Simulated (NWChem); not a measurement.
# InNH3Cl (SMILES [NH2][InH][Cl]), step by step, part 2 of 2

NWChem 7.3.0.

**3. The doublet cation: a structure relaxation at UBP86/def2-SVP (core potential) (run 2)**

Contents of clh3inn.xyz:

```xyz
6

N     -1.020800     0.188100    -0.504100
In     0.792100     0.148600     0.327900
Cl     0.990800    -1.771000     1.649200
H     -1.219400     0.761400    -1.308200
H     -1.558200    -0.664500    -0.526800
H      2.057500     1.273400     0.315800
```

Contents of clh3inn.nw:

```
start clh3inn
memory stack 880 mb heap 220 mb global 1100 mb
charge 1
geometry units angstrom noautosym
  load clh3inn.xyz
end
basis spherical bse
  * library def2-SVP
end
ecp bse
  In library def2-SVP
end
dft
  xc becke88 perdew86
  mult 2
  grid fine
  convergence energy 1e-07
  iterations 100
  mulliken
  print low
end
driver
  maxiter 60
end
freq
  temp 2 298.15 500
end
task dft optimize
task dft frequencies
```

Command:

```console
$ nwchem clh3inn.nw > clh3inn.out
```

Log:

```text
Northwest Computational Chemistry Package (NWChem) 7.3.0
             --------------------------------------------------------

           Job information
           ---------------

    nwchem branch   = 7.3.0
    use scalapack   = T
    input           = clh3inn.nw
    prefix          = clh3inn.
    data base       = ./clh3inn.db
    status          = startup
    nproc           =        1

           Memory information
           ------------------

    heap     =     28835834 doubles =      220.0 Mbytes
    stack    =    115343359 doubles =      880.0 Mbytes
    global   =    144179200 doubles =     1100.0 Mbytes (distinct from heap & stack)
    total    =    288358393 doubles =     2200.0 Mbytes
    verify   = yes
    hardfail = no

           Directory information
           ---------------------

  0 permanent = .
  0 scratch   = .

                                NWChem Input Module
                                -------------------

 Scaling coordinates for geometry "geometry" by  1.889725989
 (inverse scale =  0.529177249)

          ------
          auto-z
          ------
  no constraints, skipping    0.0000000000000000
  no constraints, skipping    0.0000000000000000

                             Geometry "geometry" -> ""
                             -------------------------

 Output coordinates in angstroms (scale by  1.889725989 to convert to a.u.)

  No.       Tag          Charge          X              Y              Z
 ---- ---------------- ---------- -------------- -------------- --------------
    1 N                    7.0000    -1.64962632     0.45308158    -1.01798947
    2 In                  49.0000     0.16327368     0.41358158    -0.18598947
    3 Cl                  17.0000     0.36197368    -1.50601842     1.13531053
    4 H                    1.0000    -1.84822632     1.02638158    -1.82208947
    5 H                    1.0000    -2.18702632    -0.39951842    -1.04068947
    6 H                    1.0000     1.42867368     1.53838158    -0.19808947

      Atomic Mass
      -----------

      N                 14.003070
      In               114.904100
      Cl                34.968850
      H                  1.007825

 Effective nuclear repulsion energy (a.u.)     348.3282363629

            Nuclear Dipole moment (a.u.)
            ----------------------------
        X                 Y               Z
 ---------------- ---------------- ----------------
     0.0000000000     0.0000000000     0.0000000000

                                Z-matrix (autoz)
                                --------

 Units are Angstrom for bonds and degrees for angles

      Type          Name      I     J     K     L     M      Value
      ----------- --------  ----- ----- ----- ----- ----- ----------
    1 Stretch                  1     2                       1.99509
    2 Stretch                  1     4                       1.00732
    3 Stretch                  1     5                       1.00809
    4 Stretch                  2     3                       2.33884
    5 Stretch                  2     6                       1.69309
    6 Bend                     1     2     3               109.21054
    7 Bend                     1     2     6               131.52947
    8 Bend                     2     1     4               121.55473
    9 Bend                     2     1     5               118.49308
   10 Bend                     3     2     6               119.06511
   11 Bend                     4     1     5               110.99422
   12 Torsion                  3     2     1     4        -161.39576
   13 Torsion                  3     2     1     5         -17.13089
   14 Torsion                  4     1     2     6          23.85832
   15 Torsion                  5     1     2     6         168.12319

            XYZ format geometry
            -------------------
     6
 geometry
 N                    -1.64962632     0.45308158    -1.01798947
 In                    0.16327368     0.41358158    -0.18598947
 Cl                    0.36197368    -1.50601842     1.13531053
 H                    -1.84822632     1.02638158    -1.82208947
 H                    -2.18702632    -0.39951842    -1.04068947
 H                     1.42867368     1.53838158    -0.19808947

 ==============================================================================
                                internuclear distances
 ------------------------------------------------------------------------------
       center one      |      center two      | atomic units |  angstroms
 ------------------------------------------------------------------------------
    2 In               |   1 N                |     3.77018  |     1.99509
    3 Cl               |   2 In               |     4.41977  |     2.33884
    4 H                |   1 N                |     1.90356  |     1.00732
    5 H                |   1 N                |     1.90501  |     1.00809
    6 H                |   2 In               |     3.19948  |     1.69309
 ------------------------------------------------------------------------------
                         number of included internuclear distances:          5
 ==============================================================================

 ==============================================================================
                                 internuclear angles
 ------------------------------------------------------------------------------
        center 1       |       center 2       |       center 3       |  degrees
 ------------------------------------------------------------------------------
    2 In               |   1 N                |   4 H                |   121.55
    2 In               |   1 N                |   5 H                |   118.49
    4 H                |   1 N                |   5 H                |   110.99
    1 N                |   2 In               |   3 Cl               |   109.21
    1 N                |   2 In               |   6 H                |   131.53
    3 Cl               |   2 In               |   6 H                |   119.07
 ------------------------------------------------------------------------------
                            number of included internuclear angles:          6
 ==============================================================================

 Summary of "ao basis" -> "" (spherical)
 ------------------------------------------------------------------------------
       Tag                 Description            Shells   Functions and Types
 ---------------- ------------------------------  ------  ---------------------
 *                          def2-SVP                  on all atoms

                 ECP       "ecp basis" -> "" (cartesian)
                -----
  [basis functions not shown]

                           NWChem Geometry Optimization
                           ----------------------------

  no constraints, skipping    0.0000000000000000
 maximum gradient threshold         (gmax) =   0.000450
 rms gradient threshold             (grms) =   0.000300
 maximum cartesian step threshold   (xmax) =   0.001800
 rms cartesian step threshold       (xrms) =   0.001200
 fixed trust radius                (trust) =   0.300000
 maximum step size to saddle      (sadstp) =   0.100000
 energy precision                  (eprec) =   5.0D-06
 maximum number of steps          (nptopt) =   60
 initial hessian option           (inhess) =    0
 line search option               (linopt) =    1
 hessian update option            (modupd) =    1
 saddle point option              (modsad) =    0
 initial eigen-mode to follow     (moddir) =    0
 initial variable to follow       (vardir) =    0
 follow first negative mode     (firstneg) =    T
 apply conjugacy                    (opcg) =    F
 source of zmatrix                         =   autoz

          -------------------
          Energy Minimization
          -------------------

 Names of Z-matrix variables
    1              2              3              4              5
    6              7              8              9             10
   11             12             13             14             15

 Variables with the same non-blank name are constrained to be equal

 Using diagonal initial Hessian
 Scaling for Hessian diagonals: bonds = 1.00  angles = 0.25  torsions = 0.10

          --------
          Step   0
          --------

                         Geometry "geometry" -> "geometry"
                         ---------------------------------

 Output coordinates in angstroms (scale by  1.889725989 to convert to a.u.)

  No.       Tag          Charge          X              Y              Z
 ---- ---------------- ---------- -------------- -------------- --------------
    1 N                    7.0000    -1.64962632     0.45308158    -1.01798947
    2 In                  49.0000     0.16327368     0.41358158    -0.18598947
    3 Cl                  17.0000     0.36197368    -1.50601842     1.13531053
    4 H                    1.0000    -1.84822632     1.02638158    -1.82208947
    5 H                    1.0000    -2.18702632    -0.39951842    -1.04068947
    6 H                    1.0000     1.42867368     1.53838158    -0.19808947

      Atomic Mass
      -----------

      N                 14.003070
      In               114.904100
      Cl                34.968850
      H                  1.007825

 Effective nuclear repulsion energy (a.u.)     348.3282363629

            Nuclear Dipole moment (a.u.)
            ----------------------------
        X                 Y               Z
 ---------------- ---------------- ----------------
     0.0000000000     0.0000000000     0.0000000000

                                 NWChem DFT Module
                                 -----------------

                      Basis "ao basis" -> "ao basis" (spherical)
                      -----
  [basis functions not shown]

 Summary of "ao basis" -> "ao basis" (spherical)
 ------------------------------------------------------------------------------
       Tag                 Description            Shells   Functions and Types
 ---------------- ------------------------------  ------  ---------------------
 N                          def2-SVP                 6       14   3s2p1d
 In                         def2-SVP                10       26   4s4p2d
 Cl                         def2-SVP                 8       18   4s3p1d
 H                          def2-SVP                 3        5   2s1p

  Caching 1-el integrals
   Time after variat. SCF:      0.4

     ---------------------------------------------
      Total Density - Mulliken Population Analysis
     ---------------------------------------------

    Atom       Charge   Shell Charges
 -----------   ------   -------------------------------------------------------
    1 N    7     7.21   1.99  1.09  0.44  2.32  1.35  0.01
    2 In  21    19.97  -0.60  2.60  0.93  0.24  2.79  3.22  0.62  0.08  9.82  0.28
    3 Cl  17    17.62   2.00  2.00  1.38  0.58  5.96  2.55  3.14  0.01
    4 H    1     0.68   0.56  0.08  0.04
    5 H    1     0.69   0.57  0.08  0.04
    6 H    1     0.83   0.52  0.30  0.01

     --------------------------------------------
      Spin Density - Mulliken Population Analysis
     --------------------------------------------

    Atom       Charge   Shell Charges
 -----------   ------   -------------------------------------------------------
    1 N    7     0.86   0.00  0.00  0.00  0.50  0.35  0.00
    2 In  21     0.08   0.00  0.00  0.00  0.00  0.00 -0.00  0.05  0.01  0.00  0.01
    3 Cl  17     0.01   0.00  0.00  0.00 -0.00  0.00  0.00  0.00  0.00
    4 H    1     0.01   0.00 -0.00  0.00
    5 H    1     0.01  -0.00  0.00  0.01
    6 H    1     0.05   0.03  0.02  0.00
   Time prior to 1st pass:      0.4

           Memory utilization after 1st SCF pass:
           Heap Space remaining (MW):        0.00                 452
          Stack Space remaining (MW):      115.34           115342548

   convergence    iter        energy       DeltaE   RMS-Dens  Diis-err    time
 ---------------- ----- ----------------- --------- --------- ---------  ------
 d= 0,ls=0.0,diis     1   -706.3791680211 -8.75D+02  2.72D-02  3.46D-01     2.3
                                                     2.42D-02  3.46D-01
 d= 0,ls=0.0,diis     2   -703.8163329694  2.56D+00  2.56D-02  3.60D+00     4.0
                                                     2.22D-02  2.63D+00
 d= 0,ls=0.0,diis     3   -706.4658629211 -2.65D+00  5.49D-03  1.52D-01     5.6
                                                     1.41D-02  1.22D-01
 d= 0,ls=0.5,diis     4   -706.2768053326  1.89D-01  1.41D-03  4.15D-01     7.3
                                                     1.31D-03  3.62D-01
 d= 0,ls=0.5,diis     5   -706.3606564145 -8.39D-02  1.22D-03  2.34D-01     8.9
                                                     1.04D-03  1.98D-01
 d= 0,ls=0.5,diis     6   -706.4108525147 -5.02D-02  1.06D-03  1.48D-01    10.6
                                                     9.43D-04  1.26D-01
  Resetting Diis
 d= 0,ls=0.5,diis     7   -706.4479307080 -3.71D-02  9.61D-04  8.95D-02    12.2
                                                     8.88D-04  7.83D-02
 d= 0,ls=0.5,diis     8   -706.4748795824 -2.69D-02  3.33D-03  5.04D-02    14.0
                                                     3.76D-03  4.69D-02
 d= 0,ls=0.5,diis     9   -706.5049016105 -3.00D-02  1.08D-03  3.72D-02    15.8
                                                     1.71D-03  3.79D-02
 d= 0,ls=0.5,diis    10   -706.5187131917 -1.38D-02  7.06D-04  1.76D-02    17.6
                                                     1.23D-03  1.65D-02
 d= 0,ls=0.5,diis    11   -706.5264975276 -7.78D-03  5.05D-04  1.09D-02    19.4
                                                     1.04D-03  9.95D-03
 d= 0,ls=0.5,diis    12   -706.5322076088 -5.71D-03  4.98D-04  7.83D-03    21.2
                                                     9.32D-04  6.94D-03
 d= 0,ls=0.5,diis    13   -706.5369108209 -4.70D-03  5.29D-04  5.94D-03    22.9
                                                     8.17D-04  5.22D-03
 d= 0,ls=0.5,diis    14   -706.5412195660 -4.31D-03  4.14D-04  3.70D-03    24.8
                                                     7.28D-04  3.37D-03
[... 164 lines of this table left out ...]
 d= 0,ls=0.5,diis    97   -706.5564104803 -2.77D-06  4.08D-06  1.79D-05   173.1
                                                     2.09D-05  1.31D-05
 d= 0,ls=0.5,diis    98   -706.5564148411 -4.36D-06  3.04D-06  1.37D-05   175.0
                                                     2.03D-05  1.09D-05
 d= 0,ls=0.5,diis    99   -706.5564176392 -2.80D-06  8.59D-06  1.32D-05   176.8
                                                     2.10D-05  1.01D-05
 d= 0,ls=0.5,diis   100   -706.5564227988 -5.16D-06  3.50D-06  7.40D-06   178.5
                                                     1.96D-05  7.05D-06

      Calculation failed to converge
      ------------------------------

         Total DFT energy =     -706.556424879801
      One electron energy =    -1371.606988487017
           Coulomb energy =      549.216175852816
    Exchange-Corr. energy =      -52.861867813806
 Nuclear repulsion energy =      168.696255568206

 Numeric. integr. density =       47.000000594627

     Total iterative time =    179.8s

     ---------------------------------------------
      Total Density - Mulliken Population Analysis
     ---------------------------------------------

    Atom       Charge   Shell Charges
 -----------   ------   -------------------------------------------------------
    1 N    7     7.15   1.99  1.04  0.46  2.36  1.30  0.01
    2 In  21    20.34  -0.60  2.60  1.01  0.12  2.78  3.23  0.95  0.13  9.61  0.51
    3 Cl  17    16.99   2.00  1.98  1.32  0.66  5.93  2.12  2.98  0.01
    4 H    1     0.79   0.69  0.06  0.04
    5 H    1     0.79   0.69  0.06  0.04
    6 H    1     0.94   0.64  0.29  0.01

     --------------------------------------------
      Spin Density - Mulliken Population Analysis
     --------------------------------------------

    Atom       Charge   Shell Charges
 -----------   ------   -------------------------------------------------------
    1 N    7     0.71   0.00  0.02  0.01  0.41  0.26 -0.00
    2 In  21    -0.04  -0.00  0.00 -0.01 -0.00 -0.00  0.00 -0.03 -0.01  0.01  0.00
    3 Cl  17     0.33   0.00  0.00  0.00 -0.00  0.00  0.14  0.19 -0.00
    4 H    1    -0.02  -0.02 -0.01  0.00
    5 H    1    -0.02  -0.02 -0.01  0.00
    6 H    1     0.03   0.02  0.01  0.00

     -------------------------------------------
      Total Density - Lowdin Population Analysis
     -------------------------------------------

    Atom       Charge   Shell Charges
 -----------   ------   -------------------------------------------------------
    1 N    7     6.90   1.97  0.75  0.45  2.15  1.56  0.02
    2 In  21    20.55   0.54  1.39  0.70  0.37  2.85  3.03  1.02  0.38  9.34  0.93
    3 Cl  17    16.79   2.00  1.96  1.08  0.78  5.81  2.21  2.93  0.01
    4 H    1     0.88   0.58  0.18  0.13
    5 H    1     0.88   0.58  0.18  0.13
    6 H    1     1.00   0.55  0.42  0.03

     ------------------------------------------
      Spin Density - Lowdin Population Analysis
     ------------------------------------------

    Atom       Charge   Shell Charges
 -----------   ------   -------------------------------------------------------
    1 N    7     0.64   0.00  0.01  0.00  0.39  0.23 -0.00
    2 In  21    -0.00  -0.00 -0.00 -0.01 -0.00 -0.00  0.00 -0.01 -0.01  0.01  0.02
    3 Cl  17     0.33   0.00  0.00  0.00 -0.00  0.01  0.13  0.18 -0.00
    4 H    1     0.00  -0.01 -0.00  0.02
    5 H    1     0.00  -0.01 -0.00  0.02
    6 H    1     0.03   0.02  0.01 -0.00

     --------------------------
     Expectation value of S2:
     --------------------------
      <S2> =      0.7551 (Exact =     0.7500)

 ------------------------------------------------------------------------
 driver: task_gradient failed                   0
 ------------------------------------------------------------------------
 ------------------------------------------------------------------------
  current input line :
    28: task dft optimize
 ------------------------------------------------------------------------
 ------------------------------------------------------------------------
 There is an error related to the specified geometry
 ------------------------------------------------------------------------

0:driver: task_gradient failed:Received an Error in Communication
  Errorcode: -1
```

Wall time 3 min (1 thread of Intel Xeon Platinum 8488C (Sapphire Rapids), shared host); peak memory 0.12 GiB.

No converged result was reached.

**4. What came out**

The summary covers parts 1 to 2.

| quantity | value |
| --- | --- |
| run 1, BP86/def2-SVP: total energy at the end | -706.90169 Eh |
| run 1, BP86/def2-SVP: lowest harmonic wavenumber | 111 cm⁻¹ |
| run 1, BP86/def2-SVP: highest harmonic wavenumber | 3543 cm⁻¹ |
| run 1, BP86/def2-SVP: zero-point energy | 80.7 kJ/mol |
| run 1, BP86/def2-SVP: ideal-gas entropy at 298.15 K (symmetry number 1 as used) | 77.1 cal/(mol K) |
| doublet cation | no result (not converged) |

All 12 modes (run 1, BP86/def2-SVP) are real, so the shape is a minimum at this level. The optimisation (run 1, BP86/def2-SVP) took 13 steps and changed the energy by -0.044 eV. 1 of the 2 runs did not end normally.
